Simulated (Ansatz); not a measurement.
# C₂H₅FO₂Si: basis-set convergence

How large a basis does C₂H₅FO₂Si need? Two functionals are run in growing sets.

The runs use Ansatz 0.2.0, Gaussian basis; one geometry, several basis sets.

Levels to be run: PBE0-D4/def2-SVP; ωB97M-V/def2-SVP; PBE0-D4/def2-QZVPP; ωB97M-V/def2-QZVPP; the functionals' def2-TZVPP values are taken from earlier runs.

**1. The relaxed structure**

An earlier PBE0-D4 in a triple-zeta def2 set relaxation fixed the geometry.

SMILES `C[C@]1(F)O[Si@H]1O`, 11 atoms, charge 0, spin multiplicity 1.

Atoms are counted from 1 here; the program's logs count them from 0.

Bond lengths: C1–C2 1.489 Å, C1–H7 1.094 Å, C1–H8 1.090 Å, C1–H9 1.091 Å, C2–F3 1.380 Å, C2–O4 1.449 Å, C2–Si5 1.814 Å, O4–Si5 1.660 Å, Si5–O6 1.622 Å, Si5–H10 1.470 Å, O6–H11 0.961 Å. Angles: C2–C1–H7 109.4°, C2–C1–H8 110.5°, C2–C1–H9 110.2°, H7–C1–H8 108.8°, H7–C1–H9 109.0°, H8–C1–H9 108.9°, C1–C2–F3 109.7°, C1–C2–O4 114.4°, C1–C2–Si5 133.2°, F3–C2–O4 109.5°, F3–C2–Si5 115.8°, O4–C2–Si5 59.9°, C2–O4–Si5 71.0°, C2–Si5–O4 49.0°, C2–Si5–O6 123.5°, C2–Si5–H10 127.2°, O4–Si5–O6 119.9°, O4–Si5–H10 117.9° and more.

**2. PBE0-D4 in def2-SVP**

Contents of in.yaml:

```yaml
crystal:
  periodic: [false, false, false]
  atoms:
    - {symbol: C, position_ang: [0.545931, -0.978140, -1.324632]}
    - {symbol: C, position_ang: [-0.209496, -0.099515, -0.389353]}
    - {symbol: F, position_ang: [-1.529799, -0.027042, -0.783495]}
    - {symbol: O, position_ang: [0.330604, 1.238224, -0.256182]}
    - {symbol: Si, position_ang: [0.160916, 0.572606, 1.254592]}
    - {symbol: O, position_ang: [-0.973866, 1.139072, 2.266465]}
    - {symbol: H, position_ang: [0.510269, -0.551557, -2.331638]}
    - {symbol: H, position_ang: [1.587943, -1.059349, -1.014782]}
    - {symbol: H, position_ang: [0.103910, -1.975074, -1.345040]}
    - {symbol: H, position_ang: [1.378264, 0.355091, 2.050137]}
    - {symbol: H, position_ang: [-1.839177, 1.328484, 1.894527]}
basis:
  gaussian: {orbitals: def2-SVP}
hamiltonian: {xc: pbe0, dispersion: d4}
output: {orbitals: {seedname: orbitals}}
```

Started as:

```console
> ansatz run in.yaml --threads 4 --pin off --events-out ev --progress --plain --max-ram 10444MiB
```

The runs that follow: ωB97M-V in def2-SVP; PBE0-D4 in def2-QZVPP; ωB97M-V in def2-QZVPP.

Before running them: what should the planned runs give, taken together? Wanted: PBE0-D4: double and triple zeta above quadruple; ωB97M-V: double and triple zeta above quadruple.

The runs gave:

| quantity | value |
| --- | --- |
| PBE0-D4: double and triple zeta above quadruple | 14.65, 0.78 eV |
| ωB97M-V: double and triple zeta above quadruple | 14.89, 0.73 eV |

For PBE0-D4 the step from double to triple zeta gains 13.87 eV and the next only 0.78 eV. Total energies overstate the basis error of differences, where much of it tends to cancel. The LUMO of ωB97M-V is positive and keeps falling with the basis (2.51 to 1.48 eV): an unbound level that the basis holds in place.
